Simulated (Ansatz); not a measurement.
**CH₄F₂OZr: how energies converge with the basis set**

An exercise on one series of results from a longer session: the logs are not shown, and one member is left open.

Computed with Ansatz 0.2.0, Gaussian basis. Level: one geometry, several basis sets.

Plan: PBE0-D4/def2-SVP; ωB97M-V/def2-SVP; PBE0-D4/def2-QZVPP; ωB97M-V/def2-QZVPP; the functionals' def2-TZVPP values are taken from earlier runs.

**The relaxed structure**

An earlier PBE0-D4 in a triple-zeta def2 set relaxation fixed the geometry. Zr takes the def2 core potential; no spin-orbit term is included.

SMILES `[CH3][Zr]([OH])([F])[F]`, 9 atoms, charge 0, spin multiplicity 1.

Atoms are counted from 1 here; the program's logs count them from 0.

Bond lengths: C1–Zr2 2.214 Å, C1–H6 1.096 Å, C1–H7 1.096 Å, C1–H8 1.096 Å, Zr2–O3 1.905 Å, Zr2–F4 1.908 Å, Zr2–F5 1.908 Å, O3–H9 0.953 Å. Angles: Zr2–C1–H6 111.3°, Zr2–C1–H7 111.3°, Zr2–C1–H8 110.7°, H6–C1–H7 107.7°, H6–C1–H8 107.8°, H7–C1–H8 107.8°, C1–Zr2–O3 105.7°, C1–Zr2–F4 106.6°, C1–Zr2–F5 106.6°, O3–Zr2–F4 112.7°, O3–Zr2–F5 112.7°, F4–Zr2–F5 111.9°, Zr2–O3–H9 169.8°.

The first run:

File in.yaml:

```yaml
crystal:
  periodic: [false, false, false]
  atoms:
    - {symbol: C, position_ang: [-1.397567, -0.041404, -0.198907]}
    - {symbol: Zr, position_ang: [0.794684, 0.251669, -0.296786]}
    - {symbol: O, position_ang: [1.494526, -0.551354, 1.283108]}
    - {symbol: F, position_ang: [1.389290, -0.614532, -1.889788]}
    - {symbol: F, position_ang: [1.089864, 2.135965, -0.359377]}
    - {symbol: H, position_ang: [-1.823809, 0.432692, 0.692159]}
    - {symbol: H, position_ang: [-1.656082, -1.105639, -0.165946]}
    - {symbol: H, position_ang: [-1.886609, 0.395463, -1.077634]}
    - {symbol: H, position_ang: [1.995702, -0.902859, 2.013161]}
basis:
  gaussian: {orbitals: def2-SVP}
hamiltonian: {xc: pbe0, dispersion: d4}
output: {orbitals: {seedname: orbitals}}
```

Command:

```sh
$ ansatz run in.yaml --threads 2 --pin off --events-out ev --progress --plain --max-ram 22528MiB --backend cpu
```

Among the steps run: PBE0-D4 in def2-SVP; ωB97M-V in def2-SVP; PBE0-D4 in def2-QZVPP; ωB97M-V in def2-QZVPP.

One of the session's tables, all rows but one given; the rest of the session is left out.

It belongs to the step «Functionals by basis». 

| functional | basis | HOMO (eV) |
| --- | --- | --- |
| PBE0-D4 | def2-SVP | -7.85 |
| PBE0-D4 | def2-TZVPP | -7.92 |
| PBE0-D4 | def2-QZVPP | -7.92 |
| ωB97M-V | def2-SVP | -10.11 |
| ωB97M-V | def2-TZVPP | ? |
| ωB97M-V | def2-QZVPP | -10.19 |

**Question.** Estimate the row for ωB97M-V, def2-TZVPP.

**Answer.** HOMO (eV): -10.18. In the column «HOMO (eV)» it lies between ωB97M-V, def2-QZVPP (-10.19) and ωB97M-V, def2-SVP (-10.11).
